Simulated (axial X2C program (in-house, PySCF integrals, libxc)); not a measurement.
**A two-component session on GaH: properties at the nuclei**

Wanted for GaH: properties at the nuclei, at the two-component level.

The runs use an in-house X2C program for linear molecules on PySCF integrals; two-component X2C with atomic mean-field terms, Ga dyall-acv3z, H dyall-av3z.

All values are calculated.

### 1 The job

Contents of task.json:

```json
{"zs": [31, 1], "q": 0, "bas": ["dyall-acv3z", "dyall-av3z"], "r0": 1.56, "levels": ["PBE0", "HF", "B3LYP"], "nst": 1, "ff": 1, "thr": -3.5, "nmax": 130, "opt": {"ecut": 60}}
```

Keys: zs atomic numbers; q charge; bas basis sets; r0 starting distance in Å; levels methods (HF also brings MP2); nst determinants followed; ff finite-field run; thr threshold in hartree for freezing inner shells (an s shell follows its p shell); nmax most natural virtual spinors; ecut virtual cutoff in hartree.

On the command line:

```console
> python soeom.py task.json out
```

After this run come: Expectation values, lowest determinant; Finite-field coupled cluster.

**Question.** What will these runs give? Wanted: lowest determinant; qzz Ga; qzz H; μ (for each run or level that gives them).

**Answer**, as computed:

```
              quantity                 value
    lowest determinant  Ω = 0 (closed shell)
   qzz Ga (a.u.), PBE0                 -4.17
    qzz H (a.u.), PBE0                  0.07
           μ (D), PBE0                 -0.48
qzz Ga (a.u.), CCSD(T)                 -3.98
 qzz H (a.u.), CCSD(T)                  0.07
        μ (D), CCSD(T)                 -0.51
```

In words: The expectation values come from single determinants, which for open shells can mix terms of unlike spin or miss the lowest Ω, so a determinant need not be a state. qzz is the electric field gradient, eQq0 = 234.96 MHz × Q/barn × qzz; μ is positive if H is the positive end. The operators were transformed with the bare-nucleus X2C matrices. Correlation of the inner shells is missing, which matters for properties at the nucleus.
